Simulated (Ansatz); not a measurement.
**CH₈BNOSi: small, medium and large basis sets**

The task here is to estimate one member of a computed series from the others.

Computed with Ansatz 0.2.0, Gaussian basis. Level: one geometry, several basis sets.

The runs, in order: PBE0-D4/def2-SVP; ωB97M-V/def2-SVP; PBE0-D4/def2-QZVPP; ωB97M-V/def2-QZVPP; the functionals' def2-TZVPP values are taken from earlier runs.

**The geometry**

The geometry comes from an earlier relaxation with PBE0-D4 in a triple-zeta def2 set; it is a stationary point, not always the lowest conformer.

SMILES `B[Si](C)(N)O`, 13 atoms, charge 0, spin multiplicity 1.

Atoms are counted from 1 here; the program's logs count them from 0.

Bond lengths: B1–Si2 2.003 Å, B1–H6 1.199 Å, B1–H7 1.198 Å, Si2–C3 1.869 Å, Si2–N4 1.719 Å, Si2–O5 1.660 Å, C3–H8 1.093 Å, C3–H9 1.092 Å, C3–H10 1.095 Å, N4–H11 1.006 Å, N4–H12 1.006 Å, O5–H13 0.959 Å. Angles: Si2–B1–H6 119.8°, Si2–B1–H7 123.7°, H6–B1–H7 116.3°, B1–Si2–C3 117.5°, B1–Si2–N4 104.7°, B1–Si2–O5 104.5°, C3–Si2–N4 105.3°, C3–Si2–O5 109.6°, N4–Si2–O5 115.6°, Si2–C3–H8 111.1°, Si2–C3–H9 110.7°, Si2–C3–H10 111.5°, H8–C3–H9 107.9°, H8–C3–H10 107.8°, H9–C3–H10 107.6°, Si2–N4–H11 123.3°, Si2–N4–H12 122.4°, H11–N4–H12 112.1° and more.

The first run:

Contents of in.yaml:

```yaml
crystal:
  periodic: [false, false, false]
  atoms:
    - {symbol: B, position_ang: [-0.594744, 1.002409, 1.677388]}
    - {symbol: Si, position_ang: [0.260080, 0.119440, 0.095149]}
    - {symbol: C, position_ang: [-0.726934, 0.050633, -1.490780]}
    - {symbol: N, position_ang: [0.469517, -1.519069, 0.571471]}
    - {symbol: O, position_ang: [1.658632, 0.977124, -0.155542]}
    - {symbol: H, position_ang: [-0.025962, 1.015802, 2.732535]}
    - {symbol: H, position_ang: [-1.694953, 1.475417, 1.660623]}
    - {symbol: H, position_ang: [-1.696558, -0.427004, -1.330571]}
    - {symbol: H, position_ang: [-0.907539, 1.056654, -1.876597]}
    - {symbol: H, position_ang: [-0.200093, -0.513164, -2.267528]}
    - {symbol: H, position_ang: [0.374359, -2.294523, -0.062383]}
    - {symbol: H, position_ang: [0.949475, -1.777843, 1.417152]}
    - {symbol: H, position_ang: [2.155121, 0.799325, -0.956217]}
basis:
  gaussian: {orbitals: def2-SVP}
hamiltonian: {xc: pbe0, dispersion: d4}
output: {orbitals: {seedname: orbitals}}
```

Steps of the session up to this table: PBE0-D4 in def2-SVP; ωB97M-V in def2-SVP; PBE0-D4 in def2-QZVPP; ωB97M-V in def2-QZVPP.

One of the session's tables, all rows but one given; the rest of the session is left out.

It belongs to the step «Density functionals: the series». 

```
functional       basis  HOMO (eV)  LUMO (eV)
   PBE0-D4    def2-SVP      -7.03      -1.71
   PBE0-D4  def2-TZVPP      -7.26      -1.87
   PBE0-D4  def2-QZVPP      -7.30      -1.91
   ωB97M-V    def2-SVP          ?          ?
   ωB97M-V  def2-TZVPP      -9.55       0.08
   ωB97M-V  def2-QZVPP      -9.59       0.00
```

Q: Estimate the row for ωB97M-V, def2-SVP from the others.

As computed: HOMO (eV): -9.31; LUMO (eV): 0.34. In the column «HOMO (eV)» it lies between ωB97M-V, def2-TZVPP (-9.55) and PBE0-D4, def2-QZVPP (-7.30).
